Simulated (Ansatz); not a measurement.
Born–Oppenheimer molecular dynamics of a periodic cell of 16 atoms, Li (start crystal Li, start structure bcc, volume 1.15 times the crystal's). It goes on from the last frame of an earlier run, with new velocities.

Computed with DFT PBEsol, scalar-relativistic, plane waves, PAW (Ansatz). Settings: cutoff 420 eV, k mesh 2x2x2, fermi-dirac smearing 0.16 eV, no spin polarisation.

| Quantity | Value |
| --- | --- |
| ensemble | NVT, Langevin thermostat |
| time step | 1 fs |
| steps asked | 189 |
| set temperature | 1440 K |
| friction | 0.02 /fs |
| temperature schedule | 142 steps to 300 K, then 47 steps to 300 K |
| seed | 607741 |

Frames 10 fs apart, positions in Å, forces in eV/Å.

Velocities at 20.0 fs (Å/ps):

```
Li -2.81 -31.34 5.70
Li -15.67 -29.24 -13.28
Li 7.73 -1.33 3.42
Li -31.54 -10.08 -15.88
Li -19.53 -1.60 13.31
Li 17.72 0.28 -1.98
Li -6.00 11.42 -8.51
Li 12.77 5.67 -13.72
Li -18.02 12.56 -0.08
Li 3.73 12.55 -4.30
Li 26.21 29.40 -5.81
Li 7.42 4.60 3.98
Li 5.88 3.26 11.96
Li 1.14 -9.21 -4.88
Li -1.27 17.50 16.61
Li 7.10 -0.51 -19.73
```

```xyz
16
Lattice="7.3129 0.0000 0.0000 0.0000 7.3129 0.0000 0.0000 0.0000 7.3129" Properties=species:S:1:pos:R:3:forces:R:3 time_fs=20.0 energy_less_start_eV=-0.039 T=1547
Li 0.111 -0.181 0.206 -0.04 0.41 -0.69
Li 3.756 -0.354 -0.937 -0.01 0.32 0.18
Li -0.601 4.645 0.329 -0.66 -0.40 0.64
Li 0.692 -0.258 2.521 -0.79 -0.30 1.04
Li 2.336 1.401 1.273 0.04 0.25 -0.90
Li 3.856 3.126 -0.309 0.57 -0.04 0.33
Li 2.684 0.980 3.487 0.45 -0.06 1.10
Li 6.824 2.045 1.368 -0.29 0.31 0.25
Li -1.133 4.562 3.779 0.51 0.11 -0.16
Li 2.453 5.770 1.551 -0.07 -0.79 -0.42
Li 1.581 2.398 5.879 -0.35 -0.05 -0.12
Li 4.080 3.548 2.719 -0.23 -0.40 -0.46
Li 4.759 6.740 1.976 0.49 0.18 0.12
Li 6.156 1.425 4.955 -0.16 0.02 -0.06
Li 0.596 5.300 5.760 0.83 0.20 -0.72
Li 3.785 4.700 5.010 -0.30 0.24 -0.11
16
Lattice="7.3129 0.0000 0.0000 0.0000 7.3129 0.0000 0.0000 0.0000 7.3129" Properties=species:S:1:pos:R:3:forces:R:3 time_fs=30.0 energy_less_start_eV=0.447 T=1479
Li 0.087 -0.419 0.277 -0.25 1.02 -0.66
Li 3.651 -0.585 -1.068 0.09 0.48 0.30
Li -0.588 4.536 0.494 -0.47 -0.28 0.31
Li 0.383 -0.459 2.482 -0.10 -0.15 1.36
Li 2.137 1.381 1.438 0.13 0.31 -1.43
Li 4.063 3.171 -0.236 0.41 -0.05 0.18
Li 2.656 1.074 3.468 0.35 -0.31 1.34
Li 6.901 2.043 1.273 -0.42 0.05 0.27
Li -1.291 4.699 3.743 0.97 0.08 0.06
Li 2.469 5.806 1.467 -0.03 -0.65 -0.17
Li 1.775 2.685 5.879 -0.47 -0.14 -0.04
Li 4.116 3.582 2.643 -0.26 -0.57 -0.68
Li 4.861 6.770 2.107 0.09 0.20 -0.04
Li 6.148 1.389 4.938 -0.06 0.03 -0.05
Li 0.702 5.503 5.861 0.59 -0.16 -0.97
Li 3.803 4.653 4.798 -0.57 0.13 0.22
16
Lattice="7.3129 0.0000 0.0000 0.0000 7.3129 0.0000 0.0000 0.0000 7.3129" Properties=species:S:1:pos:R:3:forces:R:3 time_fs=40.0 energy_less_start_eV=0.222 T=1452
Li -0.011 -0.490 0.275 -0.25 0.71 -0.36
Li 3.606 -0.665 -1.199 0.22 0.41 0.31
Li -0.665 4.421 0.728 0.00 0.37 -0.03
Li 0.118 -0.704 2.707 0.73 0.24 0.65
Li 1.917 1.312 1.481 0.39 0.09 -0.92
Li 4.343 3.227 -0.047 -0.01 -0.12 -0.55
Li 2.708 1.126 3.641 0.25 -0.29 0.78
Li 6.892 2.088 1.246 -0.50 -0.37 0.35
Li -1.382 4.816 3.738 0.67 -0.32 0.29
Li 2.603 5.785 1.425 -0.32 -0.48 -0.02
Li 1.925 2.862 5.921 -0.45 -0.20 0.20
Li 4.174 3.425 2.410 -0.13 -0.41 -0.01
Li 4.947 6.767 2.191 -0.31 0.38 -0.17
Li 6.063 1.277 4.971 0.01 0.09 -0.07
Li 0.842 5.591 5.726 0.25 -0.16 -0.57
Li 3.724 4.549 4.644 -0.56 0.04 0.13
16
Lattice="7.3129 0.0000 0.0000 0.0000 7.3129 0.0000 0.0000 0.0000 7.3129" Properties=species:S:1:pos:R:3:forces:R:3 time_fs=50.0 energy_less_start_eV=0.372 T=1794
Li -0.170 -0.367 0.138 -0.23 0.16 -0.12
Li 3.573 -0.680 -1.210 0.33 0.25 0.32
Li -0.729 4.313 0.881 0.49 1.18 -0.09
Li -0.024 -0.896 2.934 1.19 0.68 -0.24
Li 1.854 1.315 1.280 0.71 -0.19 -0.24
Li 4.600 3.260 0.025 -0.31 -0.14 -1.47
Li 2.857 1.155 3.878 -0.08 -0.24 0.05
Li 6.906 2.125 1.340 -0.42 -0.68 0.55
Li -1.380 4.857 3.895 -0.15 -0.78 0.48
Li 2.793 5.745 1.468 -0.58 -0.46 -0.03
Li 2.104 2.946 6.023 -0.55 -0.22 0.39
Li 4.240 3.135 2.158 -0.21 -0.22 1.04
Li 4.962 6.816 2.237 -0.26 0.45 -0.17
Li 5.877 1.089 4.946 0.09 0.18 -0.06
Li 0.953 5.698 5.481 0.11 -0.08 -0.04
Li 3.500 4.501 4.542 -0.15 0.10 -0.38
16
Lattice="7.3129 0.0000 0.0000 0.0000 7.3129 0.0000 0.0000 0.0000 7.3129" Properties=species:S:1:pos:R:3:forces:R:3 time_fs=60.0 energy_less_start_eV=0.385 T=1489
Li -0.310 -0.215 -0.091 -0.11 -0.17 0.10
Li 3.549 -0.733 -1.174 0.35 0.06 0.26
Li -0.710 4.231 0.983 0.74 1.26 0.07
Li -0.008 -1.051 3.062 0.90 0.73 -0.82
Li 1.940 1.257 1.204 0.58 -0.26 -0.10
Li 4.820 3.260 -0.089 -0.37 -0.13 -1.44
Li 3.007 1.204 4.081 -0.27 -0.29 -0.23
Li 6.908 1.974 1.522 -0.25 -0.54 0.64
Li -1.399 4.796 4.160 -0.46 -0.72 0.49
Li 2.942 5.703 1.475 -0.61 -0.53 -0.05
Li 2.339 2.930 6.121 -0.61 -0.12 0.52
Li 4.327 2.826 2.050 -0.28 -0.14 0.96
Li 4.974 6.842 2.283 -0.05 0.38 -0.07
Li 5.715 0.847 4.986 0.19 0.31 -0.20
Li 1.043 5.801 5.224 0.16 -0.02 0.50
Li 3.259 4.438 4.361 0.12 0.17 -0.63
16
Lattice="7.3129 0.0000 0.0000 0.0000 7.3129 0.0000 0.0000 0.0000 7.3129" Properties=species:S:1:pos:R:3:forces:R:3 time_fs=70.0 energy_less_start_eV=-0.163 T=1733
Li -0.436 -0.052 -0.334 0.17 -0.24 0.44
Li 3.529 -0.795 -1.139 0.26 -0.05 0.10
Li -0.585 4.317 1.108 0.43 0.69 0.05
Li 0.105 -1.044 3.106 0.10 0.59 -1.15
Li 2.095 1.162 1.159 0.11 -0.27 0.00
Li 4.992 3.317 -0.382 -0.16 -0.17 -0.49
Li 3.039 1.235 4.150 -0.39 -0.30 -0.28
Li 6.826 1.853 1.794 0.22 -0.28 0.45
Li -1.433 4.591 4.464 -0.21 -0.23 0.00
Li 2.927 5.612 1.397 -0.38 -0.43 0.02
Li 2.472 2.825 6.230 -0.50 0.15 0.31
Li 4.362 2.567 2.031 -0.19 0.21 0.28
Li 5.002 6.936 2.370 -0.19 -0.04 -0.10
Li 5.557 0.693 4.984 0.16 0.40 -0.43
Li 1.094 5.879 4.943 0.34 0.01 1.20
Li 3.047 4.399 4.090 0.25 -0.04 -0.40
16
Lattice="7.3129 0.0000 0.0000 0.0000 7.3129 0.0000 0.0000 0.0000 7.3129" Properties=species:S:1:pos:R:3:forces:R:3 time_fs=80.0 energy_less_start_eV=0.155 T=1414
Li -0.588 -0.017 -0.465 0.35 -0.19 0.62
Li 3.606 -0.886 -1.125 0.18 -0.12 0.00
Li -0.562 4.585 1.289 0.08 0.04 -0.10
Li 0.212 -0.862 3.039 -0.11 0.59 -0.96
Li 2.286 1.054 1.116 -0.28 -0.33 0.07
Li 5.163 3.359 -0.684 -0.35 -0.50 0.67
Li 3.050 1.258 4.208 -0.47 -0.29 -0.37
Li 6.732 1.748 2.076 0.68 0.19 0.18
Li -1.424 4.362 4.720 0.18 0.41 -0.96
Li 2.781 5.497 1.295 -0.16 -0.29 0.03
Li 2.531 2.704 6.267 -0.36 0.38 0.22
Li 4.342 2.383 2.015 -0.10 0.55 -0.04
Li 5.048 7.048 2.501 -0.57 -0.63 -0.31
Li 5.442 0.627 4.900 0.24 0.46 -0.35
Li 1.178 5.880 4.751 0.27 -0.04 1.44
Li 2.917 4.355 3.818 0.41 -0.24 -0.13
16
Lattice="7.3129 0.0000 0.0000 0.0000 7.3129 0.0000 0.0000 0.0000 7.3129" Properties=species:S:1:pos:R:3:forces:R:3 time_fs=90.0 energy_less_start_eV=0.470 T=1167
Li -0.773 -0.086 -0.469 0.37 -0.04 0.59
Li 3.789 -0.999 -1.140 0.06 -0.14 -0.02
Li -0.563 4.809 1.395 -0.12 -0.32 -0.21
Li 0.198 -0.570 2.893 0.37 0.15 -0.22
Li 2.396 0.906 1.089 -0.39 -0.31 0.04
Li 5.221 3.280 -0.922 -0.64 -0.90 1.36
Li 2.930 1.281 4.253 -0.37 -0.34 -0.41
Li 6.672 1.733 2.351 0.75 0.67 -0.03
Li -1.325 4.327 4.854 0.50 0.92 -1.55
Li 2.622 5.408 1.195 -0.12 -0.21 -0.17
Li 2.537 2.610 6.311 -0.32 0.53 0.24
Li 4.285 2.280 2.074 0.00 0.68 -0.18
Li 4.966 7.077 2.597 -0.72 -0.97 -0.55
Li 5.407 0.621 4.756 0.26 0.51 0.03
Li 1.274 5.879 4.744 -0.02 0.06 0.91
Li 2.898 4.358 3.570 0.40 -0.29 0.17
16
Lattice="7.3129 0.0000 0.0000 0.0000 7.3129 0.0000 0.0000 0.0000 7.3129" Properties=species:S:1:pos:R:3:forces:R:3 time_fs=100.0 energy_less_start_eV=-0.165 T=1264
Li -0.915 -0.119 -0.317 0.41 0.21 0.36
Li 4.042 -1.159 -1.106 -0.21 -0.14 -0.07
Li -0.552 4.920 1.467 -0.20 -0.42 -0.16
Li 0.223 -0.264 2.771 0.59 -0.51 0.10
Li 2.401 0.835 1.023 -0.36 -0.44 -0.01
Li 5.177 3.083 -1.056 -0.45 -0.56 0.84
Li 2.798 1.258 4.238 -0.30 -0.32 -0.28
Li 6.653 1.814 2.579 0.38 1.06 -0.15
Li -1.101 4.426 4.796 0.27 0.60 -0.91
Li 2.475 5.257 1.070 -0.13 -0.11 -0.23
Li 2.436 2.575 6.375 -0.33 0.55 0.10
Li 4.166 2.224 2.091 0.26 0.56 -0.26
Li 4.786 6.983 2.575 -0.40 -0.82 -0.46
Li 5.381 0.681 4.648 0.22 0.25 0.30
Li 1.308 5.889 4.879 0.02 0.18 0.47
Li 2.977 4.300 3.453 0.23 -0.09 0.37
16
Lattice="7.3129 0.0000 0.0000 0.0000 7.3129 0.0000 0.0000 0.0000 7.3129" Properties=species:S:1:pos:R:3:forces:R:3 time_fs=110.0 energy_less_start_eV=-0.853 T=1253
Li -1.013 -0.188 -0.156 0.49 0.45 0.22
Li 4.228 -1.259 -1.127 -0.45 -0.20 -0.13
Li -0.585 4.939 1.488 -0.16 -0.46 -0.11
Li 0.311 -0.108 2.650 0.28 -0.67 0.16
Li 2.290 0.736 1.010 -0.16 -0.39 -0.16
Li 5.090 2.850 -1.042 -0.10 0.05 0.39
Li 2.690 1.167 4.188 -0.12 -0.19 -0.14
Li 6.684 2.014 2.819 0.27 0.88 -0.22
Li -0.839 4.539 4.659 -0.26 0.05 -0.30
Li 2.365 5.104 0.906 -0.09 -0.07 -0.14
Li 2.309 2.556 6.421 -0.36 0.43 -0.06
Li 4.094 2.200 2.026 0.38 0.29 -0.26
Li 4.577 6.741 2.468 -0.02 -0.24 -0.07
Li 5.445 0.758 4.620 0.03 -0.23 0.09
Li 1.289 5.949 5.031 0.20 0.31 0.32
Li 3.059 4.282 3.422 0.05 -0.01 0.41
16
Lattice="7.3129 0.0000 0.0000 0.0000 7.3129 0.0000 0.0000 0.0000 7.3129" Properties=species:S:1:pos:R:3:forces:R:3 time_fs=120.0 energy_less_start_eV=-1.110 T=1121
Li -1.030 -0.169 -0.063 0.41 0.49 0.06
Li 4.269 -1.336 -1.169 -0.35 -0.13 -0.15
Li -0.673 4.926 1.442 -0.12 -0.43 -0.15
Li 0.413 -0.104 2.510 -0.24 -0.39 0.40
Li 2.181 0.632 0.979 0.19 -0.16 -0.35
Li 4.989 2.695 -0.950 0.03 0.33 0.25
Li 2.528 1.006 4.173 0.18 0.07 -0.16
Li 6.759 2.366 3.023 0.45 0.14 -0.36
Li -0.683 4.601 4.523 -0.44 0.07 0.06
Li 2.255 5.008 0.658 -0.07 -0.07 0.13
Li 2.198 2.514 6.432 -0.39 0.30 -0.18
Li 4.109 2.273 1.975 0.26 0.00 -0.20
Li 4.366 6.564 2.292 0.17 0.10 0.12
Li 5.530 0.850 4.615 -0.07 -0.53 -0.18
Li 1.268 6.100 5.152 0.15 0.19 0.33
Li 3.180 4.271 3.482 -0.15 0.02 0.36
16
Lattice="7.3129 0.0000 0.0000 0.0000 7.3129 0.0000 0.0000 0.0000 7.3129" Properties=species:S:1:pos:R:3:forces:R:3 time_fs=130.0 energy_less_start_eV=-0.983 T=847
Li -0.988 -0.082 0.014 0.26 0.41 -0.09
Li 4.282 -1.402 -1.192 -0.16 -0.03 -0.11
Li -0.803 4.892 1.393 -0.06 -0.32 -0.26
Li 0.462 -0.138 2.438 -0.46 -0.32 0.53
Li 2.157 0.530 0.913 0.37 0.07 -0.45
Li 4.902 2.639 -0.807 0.04 0.37 0.05
Li 2.385 0.885 4.128 0.46 0.35 -0.21
Li 6.846 2.687 3.140 0.49 -0.54 -0.47
Li -0.601 4.683 4.453 -0.45 0.39 0.37
Li 2.192 4.995 0.447 -0.15 -0.16 0.29
Li 2.039 2.464 6.415 -0.38 0.22 -0.23
Li 4.162 2.409 1.928 0.11 -0.18 -0.07
Li 4.185 6.400 2.112 0.26 0.21 0.23
Li 5.571 0.916 4.619 -0.06 -0.50 -0.31
Li 1.286 6.249 5.241 -0.03 -0.02 0.39
Li 3.200 4.247 3.607 -0.23 0.03 0.34
```

Of the whole run (189 fs, mean temperature of the second half 852 K): The schedule's set-point averaged 395 K over the second half and the system 852 K, so it lags behind the ramp. A run of 0.19 ps of so small a system gives no equilibrium averages. Limits of this set-up: coarse k mesh.

Time of the run: 11 min on 1 CPU thread of a shared host.
